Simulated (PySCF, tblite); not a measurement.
# C₄H₉FSi₂: geometry, infrared bands and NMR shifts

Aim: predict the infrared bands and NMR shifts of C₄H₉FSi₂ (`CC#C[Si@H](F)C[SiH3]`).

Computed with tblite 0.8.0 and PySCF 2.14.0, with density-fitted response routines of our own, on a single molecule in the gas phase. Atoms count from 0, in the outputs and in this text.

### 1 The starting structure

16 atoms, charge 0, multiplicity 1; geometry from: force field or distance geometry start.

Bonds of the start (Å): C0–C1 1.48, C1–C2 1.20, C2–Si3 1.85, Si3–F4 1.67, Si3–C5 1.86, C5–Si6 1.88, C0–H7 1.11, C0–H8 1.12, C0–H9 1.09, Si3–H10 1.47, C5–H11 1.13, C5–H12 1.12, Si6–H13 1.47, Si6–H14 1.47, Si6–H15 1.48.

### 2 Optimising the geometry with GFN2-xTB

The job: settings as JSON, then the geometry in Å.

```
{"job": {"kind": "relax", "xc": "GFN2-xTB", "basis": "xTB"}, "charge": 0, "multiplicity": 1}
C      3.917900     0.145400     0.120400
C      2.472100     0.133700    -0.194500
C      1.299700     0.127900    -0.433300
Si    -0.506000     0.170700    -0.832600
F     -0.820100     1.255200    -2.064100
C     -1.517200     0.733500     0.628300
Si    -3.198100    -0.080600     0.401800
H      4.068300     0.831200     0.977400
H      4.503500     0.559500    -0.742600
H      4.210200    -0.887600     0.282300
H     -0.936800    -1.178200    -1.242600
H     -1.628000     1.853300     0.581100
H     -1.059900     0.471000     1.620300
H     -4.103400     0.220100     1.516900
H     -2.969600    -1.518900     0.239600
H     -3.740100     0.440300    -0.869700
```

Launch:

```console
$ OMP_NUM_THREADS=1 python probes_run.py task.json out
```

One launch serves the whole session: the jobs run in the order shown.

What it wrote:

```text
step      E/eV     max force
  0    -580.26356    1.931
  1    -580.32703    3.473
  2    -580.40049    1.122
  3    -580.43180    0.396
  4    -580.45640    0.300
  5    -580.47133    0.307
  6    -580.48074    0.245
  7    -580.49071    0.228
  8    -580.50028    0.227
  9    -580.50803    0.205
 10    -580.51448    0.237
 11    -580.52146    0.204
 12    -580.52904    0.258
 13    -580.53628    0.247
 14    -580.54217    0.185
 15    -580.54661    0.142
 16    -580.55053    0.151
 17    -580.55491    0.179
 18    -580.55970    0.167
 19    -580.56410    0.152
 20    -580.56735    0.122
 21    -580.56934    0.097
 22    -580.57060    0.081
 23    -580.57175    0.093
 24    -580.57297    0.105
 25    -580.57416    0.106
 26    -580.57514    0.074
 27    -580.57579    0.046
 28    -580.57617    0.038
 29    -580.57648    0.050
 30    -580.57685    0.050
 31    -580.57727    0.045
 32    -580.57763    0.040
 33    -580.57783    0.032
 34    -580.57796    0.032
 35    -580.57810    0.028
 36    -580.57830    0.033
 37    -580.57854    0.038
 38    -580.57877    0.037
 39    -580.57901    0.037
 40    -580.57935    0.050
 41    -580.57986    0.074
 42    -580.58046    0.072
 43    -580.58097    0.050
 44    -580.58139    0.053
 45    -580.58186    0.062
 46    -580.58250    0.074
 47    -580.58323    0.070
 48    -580.58384    0.049
 49    -580.58427    0.052
 50    -580.58471    0.053
 51    -580.58530    0.073
 52    -580.58591    0.064
 53    -580.58629    0.037
 54    -580.58649    0.035
 55    -580.58665    0.034
 56    -580.58685    0.037
 57    -580.58709    0.039
 58    -580.58731    0.030
 59    -580.58746    0.028
 60    -580.58760    0.038
 61    -580.58780    0.046
 62    -580.58803    0.041
 63    -580.58824    0.032
 64    -580.58839    0.025
 65    -580.58850    0.024
 66    -580.58863    0.031
 67    -580.58881    0.032
 68    -580.58902    0.032
 69    -580.58923    0.036
 70    -580.58945    0.037
 71    -580.58968    0.041
 72    -580.58993    0.038
 73    -580.59025    0.044
 74    -580.59055    0.036
 75    -580.59082    0.035
 76    -580.59096    0.028
 77    -580.59109    0.037
 78    -580.59129    0.042
 79    -580.59156    0.047
 80    -580.59188    0.057
 81    -580.59212    0.044
 82    -580.59227    0.029
 83    -580.59239    0.030
 84    -580.59254    0.038
 85    -580.59274    0.037
 86    -580.59292    0.029
 87    -580.59303    0.025
 88    -580.59310    0.021
 89    -580.59318    0.037
 90    -580.59331    0.039
 91    -580.59352    0.027
 92    -580.59366    0.029
 93    -580.59378    0.029
 94    -580.59392    0.033
 95    -580.59415    0.045
 96    -580.59446    0.047
 97    -580.59480    0.051
 98    -580.59520    0.064
 99    -580.59574    0.070
100    -580.59651    0.074
101    -580.59745    0.093
102    -580.59836    0.088
103    -580.59882    0.077
104    -580.59606    0.155
105    -580.59950    0.096
106    -580.59958    0.229
107    -580.60013    0.053
108    -580.60057    0.086
109    -580.60095    0.098
110    -580.60167    0.051
111    -580.60189    0.052
112    -580.60222    0.047
113    -580.60285    0.060
114    -580.60328    0.037
115    -580.60353    0.025
116    -580.60365    0.021
117    -580.60371    0.018
118    -580.60375    0.013
119    -580.60378    0.012
120    -580.60381    0.011
121    -580.60384    0.013
122    -580.60386    0.012
123    -580.60388    0.011
124    -580.60390    0.009
```

Wall time 0.73 s (1 thread of Arm Neoverse V2, shared host).

Step by step: (not every step is listed)

```
step  energy from step 0 (eV)  largest force (eV/Å)
   0                   0.0000                1.9307
   1                  -0.0635                3.4730
   2                  -0.1369                1.1216
   3                  -0.1682                0.3961
   4                  -0.1928                0.2995
   5                  -0.2078                0.3073
   6                  -0.2172                0.2447
   7                  -0.2272                0.2284
   8                  -0.2367                0.2266
  19                  -0.3005                0.1515
  30                  -0.3133                0.0504
  41                  -0.3163                0.0737
  52                  -0.3224                0.0637
  63                  -0.3247                0.0316
  74                  -0.3270                0.0357
  85                  -0.3292                0.0369
  96                  -0.3309                0.0471
 107                  -0.3366                0.0529
 118                  -0.3402                0.0132
 119                  -0.3402                0.0124
 120                  -0.3402                0.0107
 121                  -0.3403                0.0129
 122                  -0.3403                0.0124
 123                  -0.3403                0.0112
 124                  -0.3403                0.0086
```

Distances of close pairs at the start and the end, largest changes first:

```
  bond  before (Å)  after (Å)  change (Å)
Si3–F4       1.671      1.618      -0.052
 C0–C1       1.480      1.445      -0.035
C5–H11       1.126      1.091      -0.035
C5–H12       1.123      1.090      -0.033
 C0–H8       1.122      1.090      -0.032
Si3–C5       1.864      1.894      +0.030
C5–Si6       1.881      1.902      +0.020
 C0–H7       1.108      1.090      -0.018
```

The end geometry stands in the next job.

### 3 Harmonic vibrations with GFN2-xTB

The job: settings as JSON, then the geometry in Å.

```
{"job": {"kind": "ir", "xc": "GFN2-xTB", "basis": "xTB"}, "charge": 0, "multiplicity": 1}
C      3.931043     0.424101     0.083526
C      2.533908     0.215706    -0.218736
C      1.368871     0.044437    -0.475696
Si    -0.420156    -0.214440    -0.833299
F     -0.808783     0.761506    -2.064368
C     -1.480177     0.294859     0.650831
Si    -3.358585     0.242994     0.359168
H      4.032095     1.089749     0.940627
H      4.434588     0.872356    -0.772689
H      4.406434    -0.528619     0.316560
H     -0.678779    -1.556391    -1.339355
H     -1.201308     1.305407     0.953696
H     -1.233569    -0.349652     1.494562
H     -4.038156     0.617687     1.604554
H     -3.756703    -1.119526    -0.010139
H     -3.738321     1.176254    -0.700653
```

What it wrote:

```text
mode    cm-1     km/mol
  1      -1.9      0.03
  2      35.0      0.20
  3      54.4      0.23
  4      98.3      1.88
  5     110.6      1.69
  6     142.7      1.27
  7     205.8      2.40
  8     227.0     22.58
  9     257.1     29.91
 10     322.3      4.38
 11     326.7      5.00
 12     488.0     24.99
 13     505.6     21.30
 14     561.1     34.80
 15     627.4     88.58
 16     661.0    257.41
 17     691.9     81.01
 18     713.0    115.78
 19     776.4     26.01
 20     791.8    172.86
 21     798.0    320.08
 22     800.0    659.42
 23     838.6    172.77
 24    1014.8      6.54
 25    1015.4      5.59
 26    1024.0      0.21
 27    1111.1      3.30
 28    1144.2    144.07
 29    1382.5      2.46
 30    1447.6      7.00
 31    1448.7      7.16
 32    1454.8      0.58
 33    2230.5    418.57
 34    2236.2    228.90
 35    2276.6    282.71
 36    2295.8    402.92
 37    2327.8    250.26
 38    2969.3     39.69
 39    2986.8     21.30
 40    3002.8     18.30
 41    3004.3     17.96
 42    3010.7     23.60
```

It took 0.47 s on 1 thread of Arm Neoverse V2, shared host.

The strongest bands and the atoms that carry them (share of the mass-weighted mode):

```
cm⁻¹  km/mol                                  atoms
 661   257.4                     H10 66 %, Si3 20 %
 798   320.1                     H14 44 %, H13 39 %
 800   659.4  Si6 19 %, C5 15 %, H14 14 %, H13 13 %
2230   418.6                     H13 76 %, H14 20 %
2236   228.9                     H14 76 %, H13 21 %
2277   282.7                               H15 96 %
2296   402.9                               H10 95 %
2328   250.3                       C1 52 %, C2 46 %
```

### 4 Nuclear shieldings: PBE0/pcSseg-1

The job, as its differences from that of step 3:

```diff
@@ -1,2 +1,2 @@
-{"job": {"kind": "ir", "xc": "GFN2-xTB", "basis": "xTB"}, "charge": 0, "multiplicity": 1}
+{"job": {"kind": "nmr", "xc": "PBE0", "basis": "pcSseg-1"}, "charge": 0, "multiplicity": 1}
 C      3.931043     0.424101     0.083526
```

With the program's defaults for keys left out, this is: GIAO PBE0/pcSseg-1 NMR shielding, non-relativistic, gas phase.

What it wrote:

```text
coarse grid: 14264 points
cycle   1  E = -835.9690021674  dE =  4.746e-01  |g| = 6.730e-01  |ddm| = 3.878e+00
cycle   2  E = -835.9162996335  dE =  5.270e-02  |g| = 8.994e-01  |ddm| = 1.366e+00
cycle   3  E = -836.0571178203  dE = -1.408e-01  |g| = 1.161e-01  |ddm| = 8.161e-01
cycle   4  E = -836.0594372076  dE = -2.319e-03  |g| = 5.205e-02  |ddm| = 1.288e-01
cycle   5  E = -836.0599916478  dE = -5.544e-04  |g| = 2.479e-02  |ddm| = 4.869e-02
cycle   6  E = -836.0601285907  dE = -1.369e-04  |g| = 3.421e-03  |ddm| = 2.168e-02
cycle   7  E = -836.0601314651  dE = -2.874e-06  |g| = 1.129e-03  |ddm| = 4.486e-03
final grid: 128640 points
cycle   8  E = -836.1067019912  dE = -2.487e-05  |g| = 6.487e-03  |ddm| = 3.627e-02
cycle   9  E = -836.1066975644  dE =  4.427e-06  |g| = 7.662e-03  |ddm| = 1.197e-02
cycle  10  E = -836.1067126851  dE = -1.512e-05  |g| = 7.660e-04  |ddm| = 6.414e-03
cycle  11  E = -836.1067128049  dE = -1.197e-07  |g| = 2.783e-04  |ddm| = 8.567e-04
cycle  12  E = -836.1067128175  dE = -1.263e-08  |g| = 1.443e-04  |ddm| = 2.716e-04
cycle  13  E = -836.1067128227  dE = -5.219e-09  |g| = 2.629e-05  |ddm| = 1.173e-04
cycle  14  E = -836.1067128228  dE = -1.123e-10  |g| = 9.588e-06  |ddm| = 2.715e-05
converged SCF energy = -836.1067128228

GIAO shielding tensors (ppm)
atom      isotropic    diamagn.    paramagn.     s11        s22        s33       span
  0 C      181.164     251.784     -70.620    172.733    173.012    197.747     25.014
  1 C       73.881     275.230    -201.349    -19.628    -17.570    258.842    278.470
  2 C      101.058     258.943    -157.885     12.956     18.336    271.881    258.925
  3 Si     361.895     881.174    -519.278    310.025    369.417    406.244     96.219
  4 F      364.594     469.959    -105.365    347.079    363.305    383.396     36.317
  5 C      189.737     261.938     -72.200    175.957    194.430    198.825     22.867
  6 Si     425.856     878.532    -452.676    405.828    406.875    464.865     59.037
  7 H       29.647      29.442       0.205     24.542     28.157     36.242     11.700
  8 H       29.574      26.372       3.203     24.570     27.783     36.370     11.800
  9 H       29.648      27.668       1.980     24.684     27.867     36.393     11.709
 10 H       26.603      30.861      -4.258     23.571     24.758     31.481      7.910
 11 H       31.278      34.410      -3.132     26.303     29.975     37.555     11.253
 12 H       31.997      34.523      -2.525     26.470     30.350     39.172     12.702
 13 H       27.636      27.559       0.077     23.975     25.462     33.471      9.496
 14 H       27.737      27.963      -0.226     24.275     26.031     32.904      8.630
 15 H       27.659      27.863      -0.204     23.886     26.445     32.647      8.761
```

It took 19 s on 1 thread of Arm Neoverse V2, shared host; peak memory 0.82 GiB.

The references, computed at this level on geometries of the same kind, shield at (ppm): 1H TMS 31.72, 13C TMS 186.9, 29Si TMS 349.2, 19F CFCl3 170.9. Their shielding less the atom's gives the shift. The references are single molecules in the gas phase, so shifts against H2O, NH3, PH3, H3PO4 or CFCl3 are not on the usual liquid scales and can be off by tens of ppm. Atoms listed in one row are averaged.

```
        atoms                              environment  σ (ppm)  δ (ppm)  δ scaled to CDCl3
           C1                            alkyne carbon     73.9    113.0              108.4
           C2                            alkyne carbon    101.1     85.9               81.9
           C0                propargylic methyl carbon    181.2      5.8                3.7
           C5                   sp3 CH2 bonded to 2 Si    189.7     -2.8               -4.7
          H10   hydrogen on a silicon bonded to 2 C, F    26.60     5.11                  –
H13, H14, H15        hydrogen on a silicon bonded to C    27.68     4.04                  –
   H7, H8, H9  hydrogen on a propargylic methyl carbon    29.62     2.09               2.08
          H11    hydrogen on an sp3 CH2 bonded to 2 Si    31.28     0.44               0.52
          H12    hydrogen on an sp3 CH2 bonded to 2 Si    32.00    -0.28              -0.16
          Si3              silicon bonded to 2 C, F, H    361.9    -12.7                  –
          Si6                 silicon bonded to C, 3 H    425.9    -76.7                  –
           F4                    fluorine bonded to Si    364.6   -193.6                  –
```

The scaled column applies a straight-line fit of computed shieldings to shifts measured in CDCl3, and one for carbons that bear F (root-mean-square error 0.16 ppm for H, 1.9 ppm for C).

The run also stored atomic charges by several schemes (e):

```
atoms  Mulliken    IAO  Hirshfeld  ESP fit
   C0     -0.16  -0.44      -0.09    -0.56
   C1     -0.09   0.02      -0.01     0.35
   C2     -0.46  -0.41      -0.19    -0.68
  Si3      1.05   1.23       0.45     1.03
   F4     -0.42  -0.54      -0.21    -0.35
   C5     -0.88  -0.85      -0.25    -0.68
  Si6      0.49   0.61       0.32     0.47
```

Mayer bond orders: C0–C1 1.18, C1–C2 2.49, C2–Si3 1.00, Si3–F4 0.93, Si3–C5 0.91, C5–Si6 0.91.

### 5 What came out

| quantity | value |
| --- | --- |
| strongest single infrared mode (GFN2-xTB) | 800 cm⁻¹, 659 km/mol |
| zero-point energy (GFN2-xTB) | 67.8 kcal/mol |
| 13C shifts against TMS (PBE0/pcSseg-1) | 113.0, 85.9, 5.8, -2.8 ppm |
| 1H shifts against TMS (PBE0/pcSseg-1, means over atoms taken as alike) | 5.11, 4.04, 2.09, 0.44, -0.28 ppm |
| 29Si shifts against TMS (PBE0/pcSseg-1) | -12.7, -76.7 ppm |
| 19F shifts against CFCl3 (PBE0/pcSseg-1) | -193.6 ppm |

In words: Relaxing lowered the energy by 0.340 eV in 124 steps; the close pair that moved most is Si3–F4, from 1.671 to 1.618 Å. The lowest mode is slightly imaginary (2i cm⁻¹), a soft motion within the noise of the Hessian, so the minimum is not strictly shown. Unscaled tight-binding wavenumbers are off by several per cent, some by more. Its intensities can rank the bands wrongly. At PBE0/pcSseg-1: Shielding is most anisotropic at C1 (span 278 ppm, paramagnetic term -201 ppm).
